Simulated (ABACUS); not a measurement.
TaAs, 4 atoms in the cell. It takes space group I4_1md (No. 109, tetragonal). Conventional cell: a = 3.444 Å, b = 3.444 Å, c = 11.736 Å, α = 90.00°, β = 90.00°, γ = 90.00°. Ta (site symmetry 2mm) has 6 As at 2.61 to 2.62 Å as nearest neighbours. As (site symmetry 2mm) is surrounded by 6 Ta at 2.61 to 2.62 Å. The cell is a database's computed one.

```yaml
Program: ABACUS 3.10.1
Task: single point
Functional: LDA
Potentials_or_basis: PseudoDojo NC SR 0.4.1 LDA standard
Cutoff: 1102 eV
Density_cutoff: 4408 eV
Basis: plane waves
k_mesh: 9 × 9 × 9
Occupations: fermi-dirac, width 0.05 eV
Spin: no spin polarisation
Radial_cutoff_of_the_potentials_pseudo_rcut: 7 bohr
SCF_threshold_on_the_density: 1e-08
Max_SCF_steps: 100
Eigensolver: dav
Mixing: broyden
Mixing_share: 0.7
Symmetry_key: 1
Bands: 40
```

Potentials or basis: PseudoDojo NC SR 0.4.1 LDA standard, plane waves.

The run is started by

```bash
$ OMP_NUM_THREADS=1 mpirun -np 4 abacus > log
```

Hardware: 4 MPI ranks on AMD EPYC 9R45 96-Core Processor (Zen 5), on a shared host.

Question: Estimate the wall time of this run.

Answer: Run time: 91 s on 4 MPI ranks on AMD EPYC 9R45 96-Core Processor (Zen 5) (shared host), peak memory 0.96 GiB a rank. Counts: scf iterations 7, k points 75, bands 40, ranks 4.
